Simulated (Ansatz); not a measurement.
HfIn4SiO6 in Ansatz: convergence with k mesh

Input of the first run (k mesh 2 × 2 × 1); the others differ in this setting and in those tied to it:

The input input.yaml:

```yaml
crystal:
  lattice:
    - [2.71585, -4.70357, 0.00833]
    - [2.71585, 4.70357, 0.00833]
    - [-1.87915, 0.0, 7.40127]
  atoms:
    - { symbol: Hf, position: [0.78835, 0.21165, 0.0] }
    - { symbol: In, position: [0.62175, 0.37825, 0.5] }
    - { symbol: In, position: [0.45502, 0.54498, 0.0] }
    - { symbol: In, position: [0.28407, 0.71593, 0.5] }
    - { symbol: In, position: [0.95814, 0.04186, 0.5] }
    - { symbol: Si, position: [0.12168, 0.87832, 0.0] }
    - { symbol: O, position: [0.06219, 0.11415, 0.86666] }
    - { symbol: O, position: [0.88585, 0.93781, 0.13334] }
    - { symbol: O, position: [0.7949, 0.53784, 0.86663] }
    - { symbol: O, position: [0.46216, 0.2051, 0.13337] }
    - { symbol: O, position: [0.15352, 0.62879, 0.13333] }
    - { symbol: O, position: [0.37121, 0.84648, 0.86667] }
hamiltonian:
  xc: pbe
  pseudopotentials: { kind: paw }
kpoints:
  mp_grid: { grid: [2, 2, 1] }
scf:
  occupations: { method: fermi_dirac, width: 0.05 }
output:
  forces: true
  stress: true
  eigenvalues: true
```

Potentials or basis: Ansatz PAW.

Command:

```console
$ ansatz run input.yaml --threads 8 --pin off --max-ram 20480MiB --backend cpu --events-out ev --progress --plain --runs-dir out
```

The cell was built by a generator and needn't be a form met in nature.

Hardware: 8 threads of AMD EPYC 7571 (shared host).

| k mesh | energy less the tightest run, at zero smearing (meV/atom) | pressure (GPa) | largest force (eV/Å) | gap on the mesh (eV) | SCF cycles | CPU time (s) | peak memory (GiB) |
| --- | --- | --- | --- | --- | --- | --- | --- |
| 2 × 2 × 1 | 19.02 | 2.11 | 0.439 | - | 11 | 14 | 0.6 |
| 2 × 2 × 2 | 23.56 | 2.42 | 0.184 | 0.113 | 9 | 20 | 0.73 |
| 3 × 3 × 2 | -20.42 | 0.11 | 0.245 | 0.000 | 9 | 32 | 0.82 |
| 4 × 4 × 2 | -11.73 | -0.37 | 0.062 | 0.000 | 8 | 41 | 0.94 |
| 4 × 4 × 3 | -8.93 | -0.37 | 0.082 | 0.000 | 7 | 52 | 0.93 |
| 5 × 5 × 4 | 9.42 | -0.16 | 0.076 | 0.000 | 8 | 110 | 1.1 |
| 7 × 7 × 4 | 2.11 | 0.05 | 0.013 | 0.000 | 8 | 190 | 1.2 |
| 8 × 8 × 5 | -1.59 | 0.02 | 0.008 | 0.000 | 8 | 300 | 1.4 |
| 10 × 10 × 6 | 0.00 | 0.00 | 0.055 | 0.000 | 8 | 570 | 1.9 |

Against the tightest run, the pressure stays within 0.1 GPa from 7 × 7 × 4 on; the gap on the mesh stays within 0.01 eV from 3 × 3 × 2 on. Not settled before the last step: the energy (to 1 meV/atom), the largest force (to 0.005 eV/Å). Meshes of other sizes hit other points, so gaps and Fermi surfaces needn't settle smoothly. The tightest run that finished is the yardstick and may itself not be fully converged.

Caveat, for the tightest run too: the pressure holds a Pulay correction of +0.4 GPa for the finite cutoff. The run has no spin-orbit coupling, so splittings on Hf are missing.
